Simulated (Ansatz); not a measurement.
# Se: the cost of one run

Computed with Ansatz 0.2.0 (DFT PBE, scalar-relativistic, plane waves, PAW, unless a step's input says otherwise).

## 1. The starting structure

Symmetry: P2_1/m, No. 11, monoclinic system. Conventional cell: a = 2.645 Å, b = 3.850 Å, c = 16.000 Å, α = 90.00°, β = 90.00°, γ = 90.00°. Se (site symmetry m) has 4 Se at 2.39 to 2.65 Å as nearest neighbours.

Coordinates:

```cif
data_structure
_symmetry_space_group_name_H-M 'P 1'
_symmetry_Int_Tables_number 1
_cell_length_a 2.6450
_cell_length_b 3.8500
_cell_length_c 16.0000
_cell_angle_alpha 90.000
_cell_angle_beta 90.000
_cell_angle_gamma 90.000
_cell_volume 162.93
loop_
_atom_site_label
_atom_site_type_symbol
_atom_site_fract_x
_atom_site_fract_y
_atom_site_fract_z
_atom_site_occupancy
Se1 Se 0.16667 0.25000 0.46527 1
Se2 Se 0.83333 0.75000 0.53473 1
```

The cell is invented: thin slice cut from a crystal along (100). The dimensions are guesses.

It is a sheet, periodic along a and b, with vacuum along c; volumes and pressures of the box carry no meaning, and space groups named for it are those of the box.

## 2. The guess as it stands, on a coarse mesh

input.yaml

```yaml
crystal:
  lattice:
    - [2.645, 0.0, 0.0]
    - [0.0, 3.85, 0.0]
    - [0.0, 0.0, 16.0]
  atoms:
    - { symbol: Se, position: [0.16666667, 0.25, 0.46526877] }
    - { symbol: Se, position: [0.83333333, 0.75, 0.53473123] }
  periodic: [true, true, false]
basis:
  ecutwfc: 420
kpoints:
  mp_grid: { grid: [6, 4, 1] }
hamiltonian:
  xc: pbe
scf:
  occupations: { method: gaussian, width: 0.1 }
  lower_state_search: "off"
output:
  forces: true
  stress: true
  eigenvalues: true
```

Started as:

```
$ ansatz run input.yaml --threads 1 --pin off --max-ram 2560MiB --backend cpu --events-out ev --progress --plain --runs-dir out
```

**Question.** How long does this run take on 1 thread of Intel Xeon at 2.70GHz, shared host, and how much memory does it need?

About 5 s, with a peak of 0.45 GiB.
